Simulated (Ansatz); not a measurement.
**H7NOSiSn: up Jacob's ladder to CCSD(T)**

An exercise on one series of results from a longer session: the logs are not shown, and one member is left open.

Program: Ansatz 0.2.0, Gaussian basis. Level of theory: functionals in def2-TZVPP, the program's frozen cores in correlated methods. These are calculated values, not measurements.

Levels to be run: PBE-D4, r2SCAN-D4, PBE0-D4, B3LYP-D4, ωB97X-V, ωB97M-V, B2PLYP; CCSD(T)/def2-TZVPP; MP2/def2-QZVPP; extrapolation to the limit.

## Structure used throughout

All runs share one geometry, relaxed beforehand with PBE0-D4 in a triple-zeta def2 set. Sn takes the def2 core potential; no spin-orbit term is included.

11 atoms, charge 0, spin multiplicity 1.

Atoms are counted from 1 here; the program's logs count them from 0.

Bond lengths: N1–Si2 1.704 Å, N1–H5 1.007 Å, N1–H6 1.007 Å, Si2–O3 1.655 Å, Si2–Sn4 2.572 Å, Si2–H7 1.489 Å, O3–H8 0.959 Å, Sn4–H9 1.709 Å, Sn4–H10 1.714 Å, Sn4–H11 1.712 Å. Angles: Si2–N1–H5 120.5°, Si2–N1–H6 121.2°, H5–N1–H6 111.5°, N1–Si2–O3 111.5°, N1–Si2–Sn4 108.0°, N1–Si2–H7 106.3°, O3–Si2–Sn4 109.8°, O3–Si2–H7 109.6°, Sn4–Si2–H7 111.5°, Si2–O3–H8 117.8°, Si2–Sn4–H9 112.4°, Si2–Sn4–H10 111.6°, Si2–Sn4–H11 111.0°, H9–Sn4–H10 107.2°, H9–Sn4–H11 107.4°, H10–Sn4–H11 106.9°.

Set-up of the first run:

Input file in.yaml:

```yaml
crystal:
  periodic: [false, false, false]
  atoms:
    - {symbol: N, position_ang: [-1.266422, 1.275601, -0.644654]}
    - {symbol: Si, position_ang: [0.299626, 0.753587, -0.223460]}
    - {symbol: O, position_ang: [1.241448, 0.519635, -1.563769]}
    - {symbol: Sn, position_ang: [0.079591, -1.450100, 1.084032]}
    - {symbol: H, position_ang: [-1.435776, 2.237019, -0.893563]}
    - {symbol: H, position_ang: [-1.918010, 0.657267, -1.099231]}
    - {symbol: H, position_ang: [0.886310, 1.832328, 0.618290]}
    - {symbol: H, position_ang: [2.101358, 0.113720, -1.441059]}
    - {symbol: H, position_ang: [-0.300001, -1.196696, 2.730787]}
    - {symbol: H, position_ang: [1.529261, -2.362850, 1.033320]}
    - {symbol: H, position_ang: [-1.151986, -2.436510, 0.419908]}
basis:
  gaussian: {orbitals: def2-TZVPP}
hamiltonian: {xc: pbe, dispersion: d4}
output: {forces: true, orbitals: {seedname: orbitals}}
```

The run is started by

```bash
$ ansatz run in.yaml --threads 4 --pin off --events-out ev --progress --plain --max-ram 10444MiB
```

Among the steps run: PBE-D4 (GGA); r2SCAN-D4 (meta-GGA); PBE0-D4 (hybrid); B3LYP-D4 (hybrid); ωB97X-V (range-separated); ωB97M-V (range-separated); B2PLYP (double hybrid); CCSD(T) in def2-TZVPP; MP2 in def2-QZVPP.

One table of the session follows, with a row left open; its other results are not shown here.

| method | atomisation energy (kJ/mol) |
| --- | --- |
| PBE-D4 | 3403.5 |
| r2SCAN-D4 | 3382.1 |
| PBE0-D4 | 3351.4 |
| B3LYP-D4 | 3392.8 |
| ωB97X-V | 3426.8 |
| ωB97M-V | 3407.0 |
| B2PLYP | 3345.5 |
| HF/def2-TZVPP | ? |
| MP2/def2-TZVPP | 3311.5 |
| CCSD/def2-TZVPP | 3267.4 |
| CCSD(T)/def2-TZVPP | 3313.7 |
| MP2/CBS | 3421.4 |
| CCSD(T)/CBS | 3423.5 |

Q: Estimate the row for HF/def2-TZVPP from the others.

The run gave: atomisation energy (kJ/mol): 2363.1. In the column «atomisation energy (kJ/mol)» it is the lowest.
